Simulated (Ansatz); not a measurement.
# BCl2HO (SMILES OB(Cl)Cl): functionals against CCSD(T) at one geometry

The task here is to estimate one member of a computed series from the others.

Method: single points in def2-TZVPP; program: Ansatz 0.2.0, Gaussian basis.

Cores are frozen in the correlated methods.

### The system as given

SMILES `OB(Cl)Cl`, 5 atoms, charge 0, spin multiplicity 1.

Atoms are counted from 1 here; the program's logs count them from 0.

Bond lengths: O1–B2 1.362 Å, O1–H5 0.940 Å, B2–Cl3 1.704 Å, B2–Cl4 1.757 Å. Angles: B2–O1–H5 117.1°, O1–B2–Cl3 119.4°, O1–B2–Cl4 121.0°, Cl3–B2–Cl4 119.6°.

Coordinates:

```mol
BCl2HO
  3D, bonds by distance, orders not assigned

  5  4  0  0  0  0  0  0  0  0999 V2000
    0.7516    0.6660    0.3562 O   0  0
   -0.1384   -0.3261    0.0753 B   0  0
   -0.3372   -1.6093    1.1784 Cl  0  0
   -1.0973   -0.2910   -1.3967 Cl  0  0
    0.7910    1.3886   -0.2441 H   0  0
  1  2  8  0
  1  5  8  0
  2  3  8  0
  2  4  8  0
M  END
```

Set-up of the first run:

run/in.yaml

```yaml
crystal:
  periodic: [false, false, false]
  atoms:
    - {symbol: O, position_ang: [0.751600, 0.666000, 0.356200]}
    - {symbol: B, position_ang: [-0.138400, -0.326100, 0.075300]}
    - {symbol: Cl, position_ang: [-0.337200, -1.609300, 1.178400]}
    - {symbol: Cl, position_ang: [-1.097300, -0.291000, -1.396700]}
    - {symbol: H, position_ang: [0.791000, 1.388600, -0.244100]}
basis:
  gaussian: {orbitals: def2-TZVPP}
correlation: {method: ccsd_t}
output: {forces: true}
```

No record of the launch command was kept for these runs.

Steps of the session up to this table: CCSD(T)/def2-TZVPP; PBE0-D4/def2-TZVPP; wB97M-V/def2-TZVPP; r2SCAN-D4/def2-TZVPP; PBE-D4/def2-TZVPP; revPBE-D4/def2-TZVPP; B97M-V/def2-TZVPP.

One table of the session follows, with a row left open; its other results are not shown here.

```
   method  RMS force component (eV/Å)  angle to CCSD(T) forces (°)  dipole (D)
  CCSD(T)                       0.708                    reference        1.51
  PBE0-D4                       0.711                         10.5        1.54
  wB97M-V                           ?                            ?           ?
r2SCAN-D4                       0.719                          5.7        1.55
   PBE-D4                       0.805                         10.9        1.52
revPBE-D4                       0.808                         13.1        1.52
   B97M-V                       0.675                         11.9        1.52
```

**Question.** Estimate the row for wB97M-V.

**Answer.** RMS force component (eV/Å): 0.721; angle to CCSD(T) forces (°): 6.8; dipole (D): 1.54. In the column «RMS force component (eV/Å)» it lies between r2SCAN-D4 (0.719) and PBE-D4 (0.805).
